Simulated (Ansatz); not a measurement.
# BF2H3O2S: the cost of one run

Method: PBE0-D4, def2-SVP first, then def2-TZVP; program: Ansatz 0.2.0, Gaussian basis.

152 further runs of the same task are left out: 152 set aside as unsound or not needed. Runs told in other sessions of the task aren't counted.

## 1. Where the work starts

The guess: 9 atoms, charge 0, spin multiplicity 1.

Atoms are counted from 1 here; the program's logs count them from 0.

Bond lengths: B1–S2 1.991 Å, B1–F3 1.333 Å, B1–F4 1.335 Å, B1–O6 1.603 Å, S2–H8 1.332 Å, H5–O6 1.192 Å, O6–O7 1.436 Å, O7–H9 0.969 Å. Angles: S2–B1–F3 116.0°, S2–B1–F4 112.8°, S2–B1–O6 87.2°, F3–B1–F4 115.2°, F3–B1–O6 109.4°, F4–B1–O6 113.0°, B1–S2–H8 94.3°, B1–O6–H5 90.9°, B1–O6–O7 125.1°, H5–O6–O7 126.5°, O6–O7–H9 104.1°.

Geometry (Å):

```mol
BF2H3O2S
  3D, bonds by distance, orders not assigned

  9  8  0  0  0  0  0  0  0  0999 V2000
   -0.4947   -0.6778   -0.1661 B   0  0
    1.1026   -1.4441    0.7429 S   0  0
   -0.8040   -1.2070   -1.3498 F   0  0
   -1.5257   -0.4999    0.6634 F   0  0
    1.2059    0.2590    0.3629 H   0  0
    0.3690    0.6542   -0.3875 O   0  0
   -0.1673    1.9851   -0.4463 O   0  0
    0.6457   -1.2022    1.9703 H   0  0
   -0.3314    2.1327   -1.3898 H   0  0
  1  2  8  0
  1  3  8  0
  1  4  8  0
  1  6  8  0
  2  8  8  0
  5  6  8  0
  6  7  8  0
  7  9  8  0
M  END
```

Distances that are to change: B1–O6 1.60 Å, S2–H5 1.75 Å, B1–S2 1.99 Å, H5–O6 1.19 Å.

## 2. Relaxing the guess with the reacting distances held

hold/in.yaml

```yaml
crystal:
  periodic: [false, false, false]
  atoms:
    - {symbol: B, position_ang: [-0.494700, -0.677800, -0.166100]}
    - {symbol: S, position_ang: [1.102600, -1.444100, 0.742900]}
    - {symbol: F, position_ang: [-0.804000, -1.207000, -1.349800]}
    - {symbol: F, position_ang: [-1.525700, -0.499900, 0.663400]}
    - {symbol: H, position_ang: [1.205900, 0.259000, 0.362900]}
    - {symbol: O, position_ang: [0.369000, 0.654200, -0.387500]}
    - {symbol: O, position_ang: [-0.167300, 1.985100, -0.446300]}
    - {symbol: H, position_ang: [0.645700, -1.202200, 1.970300]}
    - {symbol: H, position_ang: [-0.331400, 2.132700, -1.389800]}
basis:
  gaussian: {orbitals: def2-SVP}
hamiltonian: {xc: pbe0, dispersion: d4}
relax: {f_tol: 0.04, max_steps: 150, escape_saddle: false, constraints: [{distance: [0, 5]}, {distance: [1, 4]}, {distance: [0, 1]}, {distance: [4, 5]}]}
```

The run is started by

```
> ansatz run in.yaml --threads 8 --pin off --events-out ev --progress --plain --max-ram 19148MiB
```

**Question.** How long does this run take on 8 threads of Intel Xeon Platinum 8488C, shared host?

About 7.5 s.
